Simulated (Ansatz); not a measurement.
**CH6ClNOSi: up Jacob's ladder to CCSD(T)**

One table from this session's results is given with a row withheld; the runs are named, their logs left out.

Computed with Ansatz 0.2.0, Gaussian basis. Level: functionals in def2-TZVPP, the program's frozen cores in correlated methods.

Plan: PBE-D4, r2SCAN-D4, PBE0-D4, B3LYP-D4, ωB97X-V, ωB97M-V, B2PLYP; CCSD(T)/def2-TZVPP; MP2/def2-QZVPP; extrapolation to the limit.

## Structure used throughout

An earlier PBE0-D4 in a triple-zeta def2 set relaxation fixed the geometry.

SMILES `NCO[SiH2]Cl`, 11 atoms, charge 0, spin multiplicity 1.

Atoms are counted from 1 here; the program's logs count them from 0.

Bond lengths: N1–C2 1.413 Å, N1–H6 1.011 Å, N1–H7 1.011 Å, C2–O3 1.437 Å, C2–H8 1.095 Å, C2–H9 1.093 Å, O3–Si4 1.626 Å, Si4–Cl5 2.059 Å, Si4–H10 1.475 Å, Si4–H11 1.483 Å. Angles: C2–N1–H6 111.6°, C2–N1–H7 111.8°, H6–N1–H7 108.7°, N1–C2–O3 112.6°, N1–C2–H8 109.2°, N1–C2–H9 109.3°, O3–C2–H8 108.7°, O3–C2–H9 108.2°, H8–C2–H9 108.8°, C2–O3–Si4 125.1°, O3–Si4–Cl5 111.2°, O3–Si4–H10 107.1°, O3–Si4–H11 111.4°, Cl5–Si4–H10 108.4°, Cl5–Si4–H11 105.9°, H10–Si4–H11 112.8°.

Set-up of the first run:

File in.yaml:

```yaml
crystal:
  periodic: [false, false, false]
  atoms:
    - {symbol: N, position_ang: [-0.191016, 0.703641, 2.012018]}
    - {symbol: C, position_ang: [-0.428259, -0.049397, 0.840358]}
    - {symbol: O, position_ang: [0.408131, 0.356680, -0.255646]}
    - {symbol: Si, position_ang: [0.519030, -0.412869, -1.683515]}
    - {symbol: Cl, position_ang: [-1.277446, -0.376891, -2.689049]}
    - {symbol: H, position_ang: [-0.387087, 1.685398, 1.870045]}
    - {symbol: H, position_ang: [0.763176, 0.607466, 2.332558]}
    - {symbol: H, position_ang: [-0.242812, -1.108446, 1.048831]}
    - {symbol: H, position_ang: [-1.471758, 0.072753, 0.537848]}
    - {symbol: H, position_ang: [1.519271, 0.310801, -2.490755]}
    - {symbol: H, position_ang: [0.854170, -1.846036, -1.502293]}
basis:
  gaussian: {orbitals: def2-TZVPP}
hamiltonian: {xc: pbe, dispersion: d4}
output: {forces: true, orbitals: {seedname: orbitals}}
```

The run is started by

```
> ansatz run in.yaml --threads 4 --pin off --events-out ev --progress --plain --max-ram 10444MiB
```

Steps of the session up to this table: PBE-D4 (GGA); r2SCAN-D4 (meta-GGA); PBE0-D4 (hybrid); B3LYP-D4 (hybrid); ωB97X-V (range-separated); ωB97M-V (range-separated); B2PLYP (double hybrid); CCSD(T) in def2-TZVPP; MP2 in def2-QZVPP.

One table of the session follows, with a row left open; its other results are not shown here.

| method | atomisation energy (kJ/mol) |
| --- | --- |
| PBE-D4 | 3984.0 |
| r2SCAN-D4 | 3920.7 |
| PBE0-D4 | 3910.0 |
| B3LYP-D4 | 3918.7 |
| ωB97X-V | 3944.6 |
| ωB97M-V | 3942.6 |
| B2PLYP | 3876.4 |
| HF/def2-TZVPP | 2787.5 |
| MP2/def2-TZVPP | 3875.6 |
| CCSD/def2-TZVPP | 3750.9 |
| CCSD(T)/def2-TZVPP | 3809.5 |
| MP2/CBS | 3996.3 |
| CCSD(T)/CBS | ? |

**Question.** Estimate the row for CCSD(T)/CBS.

**Answer.** atomisation energy (kJ/mol): 3930.2. In the column «atomisation energy (kJ/mol)» it lies between r2SCAN-D4 (3920.7) and ωB97M-V (3942.6).
